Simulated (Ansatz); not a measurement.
# C₈H₂₀Sn: small, medium and large basis sets

Aim: see how fast density functionals converge with the basis set for C₈H₂₀Sn.

Program: Ansatz 0.2.0, Gaussian basis. Level of theory: one geometry, several basis sets. These are calculated values, not measurements.

The runs, in order: PBE0-D4/def2-SVP; ωB97M-V/def2-SVP; PBE0-D4/def2-QZVPP; ωB97M-V/def2-QZVPP; the functionals' def2-TZVPP values are taken from earlier runs.

2 further runs of the same task are left out: 1 for a known fault of the program, 1 that didn't finish.

### Step 1. The relaxed structure

The geometry comes from an earlier relaxation with PBE0-D4 in a triple-zeta def2 set; it is a stationary point, not always the lowest conformer. Sn takes the def2 core potential; no spin-orbit term is included.

29 atoms, charge 0, spin multiplicity 1.

Atoms are counted from 1 here; the program's logs count them from 0.

Bond lengths: C1–C2 1.523 Å, C1–H10 1.093 Å, C1–H11 1.095 Å, C1–H12 1.094 Å, C2–Sn3 2.161 Å, C2–H13 1.094 Å, C2–H14 1.094 Å, Sn3–C4 2.161 Å, Sn3–C6 2.164 Å, Sn3–C8 2.160 Å, C4–C5 1.523 Å, C4–H15 1.094 Å, C4–H16 1.094 Å, C5–H17 1.095 Å, C5–H18 1.094 Å, C5–H19 1.094 Å, C6–C7 1.523 Å, C6–H20 1.094 Å and more. Angles: C2–C1–H10 111.6°, C2–C1–H11 111.9°, C2–C1–H12 111.8°, H10–C1–H11 107.1°, H10–C1–H12 107.1°, H11–C1–H12 107.1°, C1–C2–Sn3 113.7°, C1–C2–H13 110.7°, C1–C2–H14 110.6°, Sn3–C2–H13 107.6°, Sn3–C2–H14 107.5°, H13–C2–H14 106.4°, C2–Sn3–C4 109.7°, C2–Sn3–C6 110.2°, C2–Sn3–C8 109.7°, C4–Sn3–C6 108.4°, C4–Sn3–C8 108.1°, C6–Sn3–C8 110.7° and more.

Coordinates:

```mol
C8H20Sn
  3D, bonds by distance, orders not assigned

 29 28  0  0  0  0  0  0  0  0999 V2000
    0.3827   -1.1969   -2.8187 C   0  0
    0.9824   -1.4611   -1.4439 C   0  0
    0.3601   -0.0431    0.0637 Sn  0  0
   -1.7557   -0.2667    0.4447 C   0  0
   -2.2443    0.6026    1.5955 C   0  0
    0.7222    1.9784   -0.6168 C   0  0
   -0.3780    2.5278   -1.5156 C   0  0
    1.4190   -0.4279    1.9069 C   0  0
    1.1070   -1.7960    2.4986 C   0  0
    0.6764   -0.2171   -3.2051 H   0  0
    0.7044   -1.9418   -3.5539 H   0  0
   -0.7105   -1.2193   -2.7953 H   0  0
    2.0751   -1.4376   -1.4882 H   0  0
    0.7086   -2.4590   -1.0892 H   0  0
   -1.9483   -1.3239    0.6482 H   0  0
   -2.2927   -0.0273   -0.4775 H   0  0
   -3.3170    0.4786    1.7766 H   0  0
   -1.7299    0.3613    2.5302 H   0  0
   -2.0718    1.6654    1.4020 H   0  0
    1.6859    1.9874   -1.1340 H   0  0
    0.8435    2.6062    0.2706 H   0  0
   -0.4972    1.9312   -2.4239 H   0  0
   -1.3474    2.5344   -1.0098 H   0  0
   -0.1709    3.5561   -1.8296 H   0  0
    1.1580    0.3677    2.6108 H   0  0
    2.4896   -0.3255    1.7081 H   0  0
    0.0407   -1.9086    2.7152 H   0  0
    1.6460   -1.9690    3.4358 H   0  0
    1.3823   -2.6043    1.8152 H   0  0
  1  2  8  0
  2  3  8  0
  3  4  8  0
  4  5  8  0
  3  6  8  0
  6  7  8  0
  3  8  8  0
  8  9  8  0
  1 10  8  0
  1 11  8  0
  1 12  8  0
  2 13  8  0
  2 14  8  0
  4 15  8  0
  4 16  8  0
  5 17  8  0
  5 18  8  0
  5 19  8  0
  6 20  8  0
  6 21  8  0
  7 22  8  0
  7 23  8  0
  7 24  8  0
  8 25  8  0
  8 26  8  0
  9 27  8  0
  9 28  8  0
  9 29  8  0
M  END
```

### Step 2. PBE0-D4 in def2-SVP

Contents of in.yaml:

```yaml
crystal:
  periodic: [false, false, false]
  atoms:
    - {symbol: C, position_ang: [0.382747, -1.196907, -2.818720]}
    - {symbol: C, position_ang: [0.982359, -1.461122, -1.443887]}
    - {symbol: Sn, position_ang: [0.360074, -0.043133, 0.063716]}
    - {symbol: C, position_ang: [-1.755722, -0.266670, 0.444663]}
    - {symbol: C, position_ang: [-2.244303, 0.602590, 1.595523]}
    - {symbol: C, position_ang: [0.722162, 1.978403, -0.616784]}
    - {symbol: C, position_ang: [-0.377990, 2.527821, -1.515560]}
    - {symbol: C, position_ang: [1.419020, -0.427916, 1.906929]}
    - {symbol: C, position_ang: [1.106983, -1.795971, 2.498621]}
    - {symbol: H, position_ang: [0.676445, -0.217055, -3.205075]}
    - {symbol: H, position_ang: [0.704421, -1.941843, -3.553884]}
    - {symbol: H, position_ang: [-0.710451, -1.219288, -2.795296]}
    - {symbol: H, position_ang: [2.075094, -1.437623, -1.488241]}
    - {symbol: H, position_ang: [0.708606, -2.459030, -1.089164]}
    - {symbol: H, position_ang: [-1.948324, -1.323922, 0.648190]}
    - {symbol: H, position_ang: [-2.292715, -0.027349, -0.477533]}
    - {symbol: H, position_ang: [-3.316976, 0.478555, 1.776636]}
    - {symbol: H, position_ang: [-1.729897, 0.361261, 2.530166]}
    - {symbol: H, position_ang: [-2.071835, 1.665409, 1.401963]}
    - {symbol: H, position_ang: [1.685889, 1.987388, -1.134015]}
    - {symbol: H, position_ang: [0.843488, 2.606232, 0.270571]}
    - {symbol: H, position_ang: [-0.497208, 1.931211, -2.423891]}
    - {symbol: H, position_ang: [-1.347397, 2.534415, -1.009841]}
    - {symbol: H, position_ang: [-0.170891, 3.556122, -1.829574]}
    - {symbol: H, position_ang: [1.157992, 0.367673, 2.610844]}
    - {symbol: H, position_ang: [2.489606, -0.325466, 1.708111]}
    - {symbol: H, position_ang: [0.040664, -1.908605, 2.715188]}
    - {symbol: H, position_ang: [1.646029, -1.969013, 3.435775]}
    - {symbol: H, position_ang: [1.382329, -2.604265, 1.815171]}
basis:
  gaussian: {orbitals: def2-SVP}
hamiltonian: {xc: pbe0, dispersion: d4}
output: {orbitals: {seedname: orbitals}}
```

The run is started by

```
ansatz run in.yaml --threads 5 --pin off --events-out ev --progress --plain --max-ram 66560MiB --backend cpu
```

Log:

```text
Functional definition: PBE0
  name "PBE0"
  cite "Adamo & Barone, J. Chem. Phys. 110, 6158 (1999) doi:10.1063/1.478522"
  cite "Perdew, Burke & Ernzerhof, Phys. Rev. Lett. 77, 3865 (1996) doi:10.1103/PhysRevLett.77.3865"
  parent pbe
  parameter a = 0.25
  parameter kappa = 0.804
  parameter beta = 0.06672455060314922
  exchange = (1 - a)*pbe_x(kappa = kappa, mu = beta*pi^2/3) + a*exact_x
  correlation = pbe_c(beta = beta)
2778 factors; their error is unknown
mean field evaluation 1: about -14416.7103 eV, gradient 9.0e1 eV
mean field evaluation 2: about -14409.3142 eV, gradient 1.0e2 eV
mean field evaluation 4: about -14437.0911 eV, gradient 1.9e0 eV
mean field evaluation 8: about -14437.0905 eV, gradient 3.9e-2 eV
mean field evaluation 16: about -14437.1208 eV, gradient 7.5e-5 eV
mean field -14437.12081478 eV, -530.5544041113 hartree, gradient 7.5e-5 eV, S^2 0.000000; 0 other end points of the search recorded, 0 dependent functions left out
reference -14437.12085419 eV, -530.5544055594 hartree; 45, 45 occupied and 193, 193 virtual orbitals, 2778 factors
Total energy: -14437.75859208 eV, -530.5778419946 hartree
```

It took 4.8 s on 5 threads of AMD EPYC 7R13, shared host; peak memory 1.3 GiB.

### Step 3. ωB97M-V in def2-SVP

in.yaml: that of step 2 with these lines changed.

```diff
@@ -34,3 +34,3 @@
   gaussian: {orbitals: def2-SVP}
-hamiltonian: {xc: pbe0, dispersion: d4}
+hamiltonian: {xc: {name: wB97M-V}}
 output: {orbitals: {seedname: orbitals}}
```

Same command.

Log, cut to the lines that bear on the results:

```text
Functional definition: wB97M-V
  name "wB97M-V"
  cite "Mardirossian & Head-Gordon, J. Chem. Phys. 144, 214110 (2016) doi:10.1063/1.4952647"
  cite "Becke, J. Chem. Phys. 107, 8554 (1997) doi:10.1063/1.475007"
  cite "Vydrov & Van Voorhis, J. Chem. Phys. 133, 244103 (2010) doi:10.1063/1.3521275"
  # Of w^i u^j: cxij and so on, Table III.
[...]
  gx(w, u) = 1 - cx + cx01*u + cx10*w
  gss(w, u) = css00 + css04*u^4 + css10*w + css20*w^2 + css43*w^4*u^3
  gos(w, u) = cos00 + cos10*w + (cos20 + cos21*u)*w^2 + (cos60 + cos61*u)*w^6
[...]
      + integral(e_c_pw_mod_opposite_spin*gos(b97_w_opposite, b97_u_opposite)) + vv10(b, c)
2764 factors; their error is unknown
721 factors; integrals over basis functions are off by at most 7.0e-6 eV
[...]
mean field -14440.46568522 eV, -530.6773258325 hartree, gradient 2.9e-5 eV, S^2 0.000000; 0 other end points of the search recorded, 0 dependent functions left out
reference -14440.46574953 eV, -530.6773281960 hartree; 45, 45 occupied and 193, 193 virtual orbitals, 2764 factors
Total energy: -14440.46574953 eV, -530.6773281960 hartree
```

Wall time 13 s (5 threads of AMD EPYC 7R13, shared host); peak memory 1.6 GiB.

### Step 4. PBE0-D4 in def2-QZVPP

in.yaml: that of step 3 with these lines changed.

```diff
@@ -33,4 +33,4 @@
 basis:
-  gaussian: {orbitals: def2-SVP}
-hamiltonian: {xc: {name: wB97M-V}}
+  gaussian: {orbitals: "def2-QZVPP.json"}
+hamiltonian: {xc: pbe0, dispersion: d4}
 output: {orbitals: {seedname: orbitals}}
```

The run is started by

```
ansatz run in.yaml --threads 5 --pin off --events-out ev --progress --plain --max-ram 66560MiB --backend cuda --devices 0, --max-vram 37GiB
```

Log:

```text
Functional definition: PBE0
  name "PBE0"
  cite "Adamo & Barone, J. Chem. Phys. 110, 6158 (1999) doi:10.1063/1.478522"
  cite "Perdew, Burke & Ernzerhof, Phys. Rev. Lett. 77, 3865 (1996) doi:10.1103/PhysRevLett.77.3865"
  parent pbe
  parameter a = 0.25
  parameter kappa = 0.804
  parameter beta = 0.06672455060314922
  exchange = (1 - a)*pbe_x(kappa = kappa, mu = beta*pi^2/3) + a*exact_x
  correlation = pbe_c(beta = beta)
3113 factors; their error is unknown
mean field evaluation 1: about -14416.8159 eV, gradient 1.2e2 eV
mean field evaluation 2: about -14400.2295 eV, gradient 1.4e2 eV
mean field evaluation 4: about -14447.2678 eV, gradient 4.9e0 eV
mean field evaluation 8: about -14447.2992 eV, gradient 4.2e-1 eV
mean field evaluation 16: about -14447.3530 eV, gradient 5.5e-4 eV
mean field -14447.35300953 eV, -530.9304303326 hartree, gradient 8.3e-5 eV, S^2 0.000000; 0 other end points of the search recorded, 0 dependent functions left out
reference -14447.35307016 eV, -530.9304325606 hartree; 45, 45 occupied and 1093, 1093 virtual orbitals, 3113 factors
Total energy: -14447.99080805 eV, -530.9538689959 hartree
```

Wall time 13 s (1 × H100 (card shared with other runs) with 5 threads of AMD EPYC 7R13, shared host); peak host memory 1.8 GiB.

### Step 5. ωB97M-V in def2-QZVPP

in.yaml: that of step 4 with these lines changed.

```diff
@@ -34,3 +34,3 @@
   gaussian: {orbitals: "def2-QZVPP.json"}
-hamiltonian: {xc: pbe0, dispersion: d4}
+hamiltonian: {xc: {name: wB97M-V}}
 output: {orbitals: {seedname: orbitals}}
```

Same command.

Log, cut to the lines that bear on the results:

```text
Functional definition: wB97M-V
  name "wB97M-V"
  cite "Mardirossian & Head-Gordon, J. Chem. Phys. 144, 214110 (2016) doi:10.1063/1.4952647"
  cite "Becke, J. Chem. Phys. 107, 8554 (1997) doi:10.1063/1.475007"
  cite "Vydrov & Van Voorhis, J. Chem. Phys. 133, 244103 (2010) doi:10.1063/1.3521275"
  # Of w^i u^j: cxij and so on, Table III.
[...]
  gx(w, u) = 1 - cx + cx01*u + cx10*w
  gss(w, u) = css00 + css04*u^4 + css10*w + css20*w^2 + css43*w^4*u^3
  gos(w, u) = cos00 + cos10*w + (cos20 + cos21*u)*w^2 + (cos60 + cos61*u)*w^6
[...]
      + integral(e_c_pw_mod_opposite_spin*gos(b97_w_opposite, b97_u_opposite)) + vv10(b, c)
3096 factors; their error is unknown
919 factors; integrals over basis functions are off by at most 5.2e-6 eV
[...]
mean field -14451.34891183 eV, -531.0772770338 hartree, gradient 1.9e-5 eV, S^2 0.000000; 0 other end points of the search recorded, 0 dependent functions left out
reference -14451.34901082 eV, -531.0772806714 hartree; 45, 45 occupied and 1093, 1093 virtual orbitals, 3096 factors
Total energy: -14451.34901082 eV, -531.0772806714 hartree
```

Wall time 17 s (1 × H100 (card shared with other runs) with 5 threads of AMD EPYC 7R13, shared host); peak host memory 1.9 GiB.

### Step 6. Density functionals: the series

The def2-TZVPP values come from earlier runs at the same geometry.

| functional | basis | functions | energy (eV) | from the largest (eV) | HOMO (eV) | LUMO (eV) |
| --- | --- | --- | --- | --- | --- | --- |
| PBE0-D4 | def2-SVP | 238 | -14437.7586 | 10.232 | -6.98 | 1.14 |
| PBE0-D4 | def2-TZVPP | 578 | -14447.4370 | 0.554 | -7.00 | 0.64 |
| PBE0-D4 | def2-QZVPP | 1138 | -14447.9908 | 0.000 | -7.00 | 0.33 |
| ωB97M-V | def2-SVP | 238 | -14440.4657 | 10.883 | -9.15 | 2.77 |
| ωB97M-V | def2-TZVPP | 578 | -14450.7962 | 0.553 | -9.16 | 1.99 |
| ωB97M-V | def2-QZVPP | 1138 | -14451.3490 | 0.000 | -9.16 | 1.32 |

### Step 7. Results

```
                                       quantity           value
PBE0-D4: double and triple zeta above quadruple  10.23, 0.55 eV
ωB97M-V: double and triple zeta above quadruple  10.88, 0.55 eV
```

PBE0-D4 gains 9.68 eV from double to triple zeta, then 0.55 eV more. Total energies overstate the basis error of differences, where much of it tends to cancel. The LUMO of ωB97M-V is positive and keeps falling with the basis (2.77 to 1.32 eV): an unbound level that the basis holds in place.
